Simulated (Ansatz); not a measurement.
# BClO (SMILES O=BCl) at CCSD/STO-3G

What is the electronic atomisation energy of BClO at CCSD/STO-3G? 

The results are computed with Ansatz 0.2.0.

61 further runs of the same task are left out: 15 that didn't finish, 46 set aside as unsound or not needed.

### Step 1. The structure to begin with

BClO: 3 atoms, total charge 0, spin state singlet. As SMILES, `O=BCl`. The coordinates come from a GFN2-xTB relaxation.

Bond lengths: O1–B2 1.193 Å, B2–Cl3 1.639 Å. Angles: O1–B2–Cl3 179.9°.

### Step 2. The energy at CCSD/STO-3G

Input file molecule.yaml:

```yaml
crystal:
  periodic: [false, false, false]
  atoms:
    - {symbol: O, position_ang: [1.019560, 0.606200, 0.626990]}
    - {symbol: B, position_ang: [0.113080, 0.066620, 0.069470]}
    - {symbol: Cl, position_ang: [-1.132640, -0.672810, -0.696460]}
basis:
  gaussian:
    orbitals: STO-3G
correlation:
  method: ccsd
  frozen_orbitals: {B: 1, Cl: 5, O: 1}
accuracy: high
scf:
  omitted_lower_state_checks: [cluster_reference, increment]
```

The run is started by

```
$ ansatz run molecule.yaml --threads 1 --pin off --max-ram 2610MiB --events-out events.jsonl --progress --plain --runs-dir runs
```

Log:

```text
Warning: RAYON_NUM_THREADS=1 ignored (pool sized by the plan → 1); use --threads N
Functional definition: HF
  name "HF"
  exchange = exact_x
  correlation = 0
these checks for a lower state are left out or cut short: cluster_reference, increment
323 factors; integrals over basis functions are off by at most 2.9e-8 eV
mean field evaluation 1: about -15039.9600 eV, gradient 3.5e1 eV
mean field evaluation 2: about -15039.9823 eV, gradient 3.5e1 eV
mean field evaluation 4: about -15044.1356 eV, gradient 2.0e0 eV
mean field evaluation 8: about -15044.1612 eV, gradient 5.5e-2 eV
mean field -15044.16120379 eV, -552.8627269404 hartree, gradient 1.8e-8 eV, S^2 0.000000; 0 other end points of the search recorded, 0 dependent functions left out
7 core orbitals not correlated: weight in the atoms' cores, before any rotation towards them, 1.000 or more for the frozen orbitals, at most 0.000 for the correlated occupied ones
reference -15044.16120379 eV, -552.8627269404 hartree; 8, 8 occupied and 4, 4 virtual orbitals, 323 factors
second order -3.47995745 eV of doubles, -0.00000000 eV of singles
cycle   1  -3.31304107 eV  change    1.7e-1 eV  update   1.1e-1
cycle   2  -3.54212779 eV  change   -2.3e-1 eV  update   3.0e-2
cycle   3  -3.58803374 eV  change   -4.6e-2 eV  update   1.3e-2
cycle   4  -3.59831993 eV  change   -1.0e-2 eV  update   3.2e-3
cycle   5  -3.60147824 eV  change   -3.2e-3 eV  update   9.7e-4
cycle   6  -3.60105860 eV  change    4.2e-4 eV  update   2.4e-4
cycle   7  -3.60102465 eV  change    3.4e-5 eV  update   5.2e-5
cycle   8  -3.60104768 eV  change   -2.3e-5 eV  update   2.4e-5
cycle   9  -3.60103894 eV  change    8.7e-6 eV  update   5.0e-6
cycle  10  -3.60103686 eV  change    2.1e-6 eV  update   8.4e-7
cycle  11  -3.60103688 eV  change   -2.3e-8 eV  update   1.7e-7
cycle  12  -3.60103691 eV  change   -2.3e-8 eV  update   4.9e-8
cycle  13  -3.60103684 eV  change    6.7e-8 eV  update   2.1e-8
cycle  14  -3.60103658 eV  change    2.6e-7 eV  update   7.8e-8
cycle  15  -3.60103651 eV  change    6.8e-8 eV  update   2.7e-8
cycle  16  -3.60103649 eV  change    2.3e-8 eV  update   8.8e-9
cycle  17  -3.60103649 eV  change   -5.8e-9 eV  update   2.6e-9
cycle  18  -3.60103649 eV  change  -9.9e-10 eV  update  9.3e-10
Total energy: -15047.76224028 eV, -552.9950625907 hartree
Checks for a lower state left out: cluster_reference, increment
```

Run time: 0.18 s. Hardware: 1 thread of Arm Neoverse V1, shared host.

### Step 3. The B atom at the same level

Input file input.yaml:

```yaml
crystal:
  periodic: [false, false, false]
  atoms:
    - {symbol: B, position_ang: [0.000000, 0.000000, 0.000000]}
basis:
  gaussian: {orbitals: STO-3G}
magnetization: {spin_polarized: true, initial_magnetization: 1}
correlation: {method: ccsd, frozen_orbitals: {B: 1}}
accuracy: high
scf: {omitted_lower_state_checks: [cluster_reference, increment]}
```

The run is started by

```
$ ansatz run input.yaml --threads 1 --pin off --max-ram 2610MiB --events-out events.jsonl --progress --plain --runs-dir runs
```

Log:

```text
Warning: RAYON_NUM_THREADS=1 ignored (pool sized by the plan → 1); use --threads N
[... 4 set-up lines as earlier in the session ...]
these checks for a lower state are left out or cut short: cluster_reference, increment
15 factors; integrals over basis functions are off by at most 8.9e-10 eV
mean field evaluation 1: about -657.1275 eV, gradient 2.3e-14 eV
mean field evaluation 2: about -657.1275 eV, gradient 0.0e0 eV
mean field evaluation 4: about -656.8531 eV, gradient 1.9e0 eV
mean field evaluation 8: about -656.8531 eV, gradient 1.9e0 eV
mean field -657.12745801 eV, -24.1489886649 hartree, gradient 0.0e0 eV, S^2 0.750000; 4 other end points of the search recorded, 0 dependent functions left out
1 core orbitals not correlated: weight in the atoms' cores, before any rotation towards them, 1.000 or more for the frozen orbitals, at most 0.000 for the correlated occupied ones
reference -657.12745801 eV, -24.1489886649 hartree; 2, 1 occupied and 2, 3 virtual orbitals, 15 factors
second order -0.50768279 eV of doubles, 0.00000000 eV of singles
cycle   1  -0.78653408 eV  change   -2.8e-1 eV  update   6.4e-2
cycle   2  -1.09844865 eV  change   -3.1e-1 eV  update   3.4e-2
cycle   3  -1.08805999 eV  change    1.0e-2 eV  update   1.2e-3
cycle   4  -1.08840877 eV  change   -3.5e-4 eV  update   3.9e-5
cycle   5  -1.08840108 eV  change    7.7e-6 eV  update   8.7e-7
cycle   6  -1.08840121 eV  change   -1.3e-7 eV  update   1.5e-8
cycle   7  -1.08840115 eV  change    6.3e-8 eV  update   1.4e-8
cycle   8  -1.08840109 eV  change    6.4e-8 eV  update   7.3e-9
cycle   9  -1.08840109 eV  change  -7.0e-10 eV  update  7.9e-11
cycle  10  -1.08840109 eV  change   6.5e-12 eV  update  7.4e-13
Total energy: -658.21585910 eV, -24.1889866671 hartree
Checks for a lower state left out: cluster_reference, increment
```

It took 0.12 s on 1 thread of Arm Neoverse V1, shared host.

### Step 4. The Cl atom, same level

Input file job.yaml:

```yaml
crystal:
  periodic: [false, false, false]
  atoms:
    - {symbol: Cl, position_ang: [0.000000, 0.000000, 0.000000]}
basis:
  gaussian: {orbitals: STO-3G}
magnetization: {spin_polarized: true, initial_magnetization: 1}
correlation: {method: ccsd, frozen_orbitals: {Cl: 5}}
accuracy: high
scf: {omitted_lower_state_checks: [cluster_reference, increment]}
```

Run the same way, it converges to -454.54219 Eh (log not shown).

### Step 5. The O atom

Input file job.yaml:

```yaml
crystal:
  periodic: [false, false, false]
  atoms:
    - {symbol: O, position_ang: [0.000000, 0.000000, 0.000000]}
basis:
  gaussian:
    orbitals: STO-3G
accuracy: high
correlation:
  method: ccsd
  frozen_orbitals: {O: 1}
magnetization:
  spin_polarized: true
  initial_magnetization: 2
scf:
  omitted_lower_state_checks: [cluster_reference, increment]
```

Run the same way, it converges to -73.80415 Eh (log not shown).

### Step 6. Summary of results

Level: CCSD/STO-3G, 7 core orbitals frozen.

| quantity | value |
| --- | --- |
| molecule: total energy | -552.99506 Eh |
| molecule: correlation energy (7 core orbitals frozen) | -132.3 mEh |
| molecule: T1 diagnostic | 0.018 |
| B atom: total energy | -24.18899 Eh |
| B atom: correlation energy (1 core orbital frozen) | -40.0 mEh |
| B atom: ⟨S²⟩ of the reference determinant | 0.750 |
| B atom: T1 diagnostic | 0.000 |
| Cl atom: total energy | -454.54219 Eh |
| Cl atom: correlation energy (5 core orbitals frozen) | 0.0 mEh |
| Cl atom: ⟨S²⟩ of the reference determinant | 0.750 |
| Cl atom: T1 diagnostic | 0.000 |
| O atom: total energy | -73.80415 Eh |
| O atom: correlation energy (1 core orbital frozen) | 0.0 mEh |
| O atom: ⟨S²⟩ of the reference determinant | 2.000 |
| O atom: T1 diagnostic | 0.000 |
| electronic atomisation energy | 12.510 eV |

What this shows: Taking the molecule apart into free atoms costs 12.51 eV (288 kcal/mol), before zero-point energy and without spin-orbit coupling. In a minimal basis such a difference can be off by several eV, whatever the method.
